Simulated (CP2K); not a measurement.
The system is WAu.

```xyz
2
Lattice="4.1142 0.0000 0.0000 2.0571 3.5630 0.0000 2.0571 1.1877 3.3593" Properties=species:S:1:pos:R:3 pbc="T T T"
W     0.0000    0.0000    0.0000
Au    6.1714    3.5630    2.5194
```

The cell was built by a generator and needn't be a form met in nature.

Base run:

```yaml
Program: CP2K 2026.2
Functional: PBEsol
Potentials_or_basis: POTENTIAL_UZH W GTH-PBE-q14, Au GTH-PBE-q11; TZVP-MOLOPT-PBE-GTH basis
Density_cutoff: 9524 eV
k_mesh: 8 × 8 × 8
Occupations: fermi-dirac, width 0.05 eV
Spin: no spin polarisation
```

Its results: band gap on the k mesh none (metal or under the smearing width); pressure -2.5 GPa.

**Question.** After a change of settings the same cell gave: band gap on the k mesh none (metal or under the smearing width); pressure -1.5 GPa. Which change was it?
A. functional from PBEsol to LDA
B. functional from PBEsol to vdW-DF-cx
C. functional from PBEsol to PW91
D. functional from PBEsol to HLE17

**Answer.** B.

Caveats: the potentials were made for another functional, which shifts forces and pressure; the basis of atomic orbitals isn't converged, which shifts pressures, moduli and gaps.

Runs at the PBE level aren't shown here.
